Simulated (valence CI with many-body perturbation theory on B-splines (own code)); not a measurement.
**Levels and ionisation energy of Ce³⁶⁺**

Aim: the low levels of Ce³⁶⁺, its ionisation energy, and how pure its levels are, set against NIST.

Program: an in-house CI+MBPT code version 3. Level of theory: configuration interaction of the valence electrons, many-body perturbation theory for a frozen closed Dirac-Fock core, no-pair Dirac Hamiltonian, B-spline basis. These are calculated values, not measurements, unless marked.

### 1 What is computed

- element: cerium (Z = 58, A = 140)
- charge: +36
- frozen core: [Ar]
- start configuration of the valence electrons: 3d4
- nuclear rms radius: 4.8771 fm

### 2 The run

Input settings:

```ini
atom Ce  Z=58  mass_number=140  rms_radius_fm=4.8771
core [Ar]
valence 3d4
avg = 1
basis = L
breit = 1
cap = 40000
capref = 1200
cscale = 1
de = 0.0
dress = 0
eps = 2e-08
h = 0.27
hh = 1
l2 = 3
lcore = 6
maxit = 60
n2 = 5
natural = 1
nlev = 60
nno = [6, 6, 7, 6, 4, 3, 1]
nroot = 26
nsp = [3, 3, 3, 2, 1, 0, 0]
pt2 = 1
qed = 1
rpa = 1
s1 = 1
s2 = 1
s3 = 1
screen = 1
tol = 2e-05
```

Command:

```console
python run_cv.py task.json out
```

task.json holds these settings.

Standard output:

```text
rmax 3.1 intervals 57 orbitals 81 references ['3d4', '3d3 4s', '3d3 4p'] scf 4
2J=3 par=0 roots 2 ref 41 generators 4 cand 3047/7521 P 1467/3749 nnz 3.9e+06 it 5
2J=3 par=0 roots 2 ref 41 generators 5 cand 3026/7078 P 2007/5185 nnz 7e+06 it 5
   second order: generators 7 cand 3975/9502 e2 -0.00001 -0.00001
2J=5 par=0 roots 2 ref 45 generators 3 cand 3216/9392 P 1226/3998 nnz 4.4e+06 it 4
2J=5 par=0 roots 2 ref 45 generators 3 cand 2011/5439 P 2030/6350 nnz 1.1e+07 it 4
   second order: generators 6 cand 4285/12004 e2 -0.00002 -0.00001
2J=7 par=0 roots 2 ref 35 generators 2 cand 3174/9640 P 1248/3997 nnz 4.4e+06 it 4
2J=7 par=0 roots 2 ref 35 generators 2 cand 1944/5678 P 2228/7019 nnz 1.3e+07 it 4
   second order: generators 6 cand 3996/11828 e2 -0.00001 -0.00001
reference levels 704, estimated 34, window 997795 1/cm; series limit 15692012, core excitation 1728900
2J=0 par=0 roots 5 ref 19 generators 4 cand 3187/5613 P 3201/6027 nnz 7e+06 it 5
2J=0 par=0 roots 5 ref 19 generators 4 cand 1186/2103 P 3805/7137 nnz 9.9e+06 it 4
   second order: generators 7 cand 6849/18242 e2 -0.00003 -0.00000
2J=2 par=0 roots 4 ref 43 generators 3 cand 4279/19661 P 1509/7997 nnz 1.5e+07 it 4
2J=2 par=0 roots 4 ref 43 generators 3 cand 3211/14206 P 3374/17021 nnz 6.3e+07 it 5
   second order: generators 4 cand 4537/30732 e2 -0.00002 -0.00001
2J=4 par=0 roots 8 ref 61 generators 4 cand 4579/30376 P 1021/7998 nnz 1.5e+07 it 5
2J=4 par=0 roots 8 ref 61 generators 4 cand 3878/24931 P 3615/25292 nnz 1.3e+08 it 9
   second order: generators 5 cand 4484/45537 e2 -0.00004 -0.00002
2J=8 par=0 roots 7 ref 48 generators 4 cand 4554/35074 P 928/7999 nnz 1.5e+07 it 5
2J=8 par=0 roots 7 ref 48 generators 4 cand 3923/29620 P 3088/24960 nnz 1.3e+08 it 7
   second order: generators 5 cand 4963/57933 e2 -0.00009 -0.00006
2J=6 par=0 roots 6 ref 57 generators 3 cand 4615/35099 P 895/8000 nnz 1.6e+07 it 5
2J=6 par=0 roots 6 ref 57 generators 3 cand 4008/29655 P 2931/24256 nnz 1.3e+08 it 5
   second order: generators 4 cand 5172/57933 e2 -0.00009 -0.00007
2J=10 par=0 roots 2 ref 29 generators 2 cand 4312/30440 P 942/7993 nnz 1.7e+07 it 4
2J=10 par=0 roots 2 ref 29 generators 2 cand 3683/24962 P 2770/22283 nnz 1.2e+08 it 5
   second order: generators 2 cand 1855/10672 e2 -0.00004 -0.00003
2J=12 par=0 roots 2 ref 15 generators 2 cand 3822/23889 P 1213/7982 nnz 1.7e+07 it 4
2J=12 par=0 roots 2 ref 15 generators 2 cand 3020/18410 P 2936/18831 nnz 8.3e+07 it 5
   second order: generators 2 cand 1297/7561 e2 -0.00003 -0.00002
left out: unestimated 8141988, estimated 2060889972, shifts from estimates -262 to 44
```

Wall time 99 s (1 thread of Arm Neoverse V2, shared host); peak memory 1.1 GiB.

In the log, the blocks before «reference levels» are the next ion; each later block is one J and parity (par 1 is odd): roots sought, reference size, generators, candidates and the variational space P (configurations/state functions), Hamiltonian entries, Davidson iterations; e2 is the second-order remainder in hartree. Σ1, Σ2 and Σ3 are the one-, two- and three-electron terms by which the core's correlation enters. In the settings nsp and nno count spectroscopic and correlating orbitals by l, and s1, s2, s3 switch or scale the Σ terms.

### 3 Levels

Levels from the run's result record, above the lowest; ° marks odd parity; each level is named by its leading configuration and LS term.

```
 #    level  configuration weight  term weight  energy (cm⁻¹)      g  lifetime (s)
 0  3d4 ³P0                  1.00         0.54            0.0      -             -
 1  3d4 ⁵D1                  1.00         0.68         129071  1.494      1.61e-05
 2  3d4 ⁵D2                  1.00         0.65         192985  1.341      1.26e-04
 3  3d4 ³F4                  1.00         0.31         202131  1.121             -
 4  3d4 ⁵D3                  1.00         0.43         219012  1.249      2.07e-03
 5  3d4 ⁵D0                  1.00         0.60         313884      -      3.99e-06
 6  3d4 ⁵D4                  1.00         0.42         328747  1.151      1.50e-05
 7  3d4 ³F2                  1.00         0.35         338789  1.063      7.04e-06
 8  3d4 ³G3                  1.00         0.48         345044  1.066      1.29e-05
 9  3d4 ³H5                  1.00         0.70         369212  1.078      2.56e-05
10  3d4 ³P1                  1.00         0.52         383923  1.203      8.55e-06
11  3d4 ³H6                  1.00         0.56         386728  1.086      2.09e-02
12  3d4 ³G4                  1.00         0.61         412990  1.028      5.82e-05
13  3d4 ³F3                  1.00         0.42         419949  1.131      1.50e-05
14  3d4 ³D2                  1.00         0.40         421533  1.128      4.02e-05
15  3d4 ³F2                  1.00         0.39         488802  1.024      5.78e-06
16  3d4 ³F4                  1.00         0.43         492001  1.213      7.46e-06
17  3d4 ³F3                  1.00         0.47         529664  1.122      4.31e-06
18  3d4 ³F4                  1.00         0.45         552078  1.109      8.14e-06
19  3d4 ³G5                  1.00         0.70         557732  1.143      9.33e-06
20  3d4 ³D1                  1.00         0.66         559255  0.835      3.21e-06
21  3d4 ¹I6                  1.00         0.56         565837  1.068      1.03e-05
22  3d4 ³P2                  1.00         0.58         575397  1.306      3.01e-05
23  3d4 ¹S0                  1.00         0.50         597474      -      6.45e-06
24  3d4 ³F2                  1.00         0.58         614418  1.001      4.64e-06
25  3d4 ¹F3                  1.00         0.41         622424  1.086      6.58e-06
26  3d4 ³F3                  1.00         0.69         702869  1.059      8.27e-06
27  3d4 ³P1                  1.00         0.94         707271  1.445      4.85e-06
28  3d4 ¹G4                  1.00         0.76         711379  1.032      4.61e-06
29  3d4 ¹S0                  1.00         0.52         712064      -      1.15e-05
30  3d4 ¹D2                  1.00         0.60         729394  1.076      5.75e-06
31  3d4 ³F4                  1.00         0.51         759039  1.153      3.07e-06
32  3d4 ¹D2                  1.00         0.60         846030  1.013      2.96e-06
33  3d4 ¹S0                  1.00         0.68         997797      -      1.83e-06
```

### 4 What each term adds

The same run repeats the diagonalisation with simpler Hamiltonians; each column adds a term to the one before, and the last is the full result. Excitation energies in cm⁻¹:

```tsv
level	valence CI alone	+ Σ1	+ Σ2	+ Σ3	+ Breit	full, with QED
3d4 ⁵D1	129273	130302	133062	133985	128563	129071
3d4 ⁵D2	196483	197807	200103	201009	192350	192985
3d4 ³F4	209058	210171	212835	212510	201612	202131
3d4 ⁵D3	224329	225645	227426	227819	218390	219012
3d4 ⁵D0	317612	319657	322582	322349	312903	313884
3d4 ⁵D4	334908	337026	342278	342870	327734	328747
3d4 ³F2	343577	345460	346646	347975	337904	338789
3d4 ³G3	350852	352890	355759	356291	344083	345044
ionisation energy (eV)	2491.91	2494.45	2502.61	2502.73	2500.96	2501.08
```

### 5 Lines

Only forbidden lines are listed; the levels computed give no E1 line. Rates are at computed energies, electric ones in the length gauge, E1 and E2 with static core polarisation; wavelengths are in vacuum.

| upper | lower | type | λ (nm) | A (1/s) | branching |
| --- | --- | --- | --- | --- | --- |
| 4: 3d4 ⁵D3 | 2: 3d4 ⁵D2 | M1 | 384.2 | 4.21e+02 | 0.87 |
| 11: 3d4 ³H6 | 9: 3d4 ³H5 | M1 | 570.9 | 4.70e+01 | 0.98 |
| 4: 3d4 ⁵D3 | 3: 3d4 ³F4 | M1 | 592.4 | 6.24e+01 | 0.13 |
| 3: 3d4 ³F4 | 2: 3d4 ⁵D2 | E2 | 1093 | 3.16e-07 | 1.00 |

### 6 Results

```
                                  quantity              computed                            tabulated
                              lowest level               3d4 ³P0                              3d4 ⁵D0
                          first excitation  3d4 ⁵D1, 129071 cm⁻¹                                    -
      ionisation energy, to 3d3 ⁴F J = 3/2             2501.1 eV  2500 ± 5 eV (tabulated theoretical)
no level missing from the run's list below          1383115 cm⁻¹                                    -
```

**Reading.** The ionisation energy is 1.1 eV (0.04 %) above the NIST entry, whose uncertainty is 5 eV. Of the added terms Σ2 moves the ionisation energy most, by +8.16 eV. The lowest level is 100 % 3d4, but only 54 % ³P beside 36 % ⁵D, so its LS name says little. Cautions: by estimate large intervals hold to a few tenths of a per cent, small ones and the rates on them less well; only levels of one parity were solved.
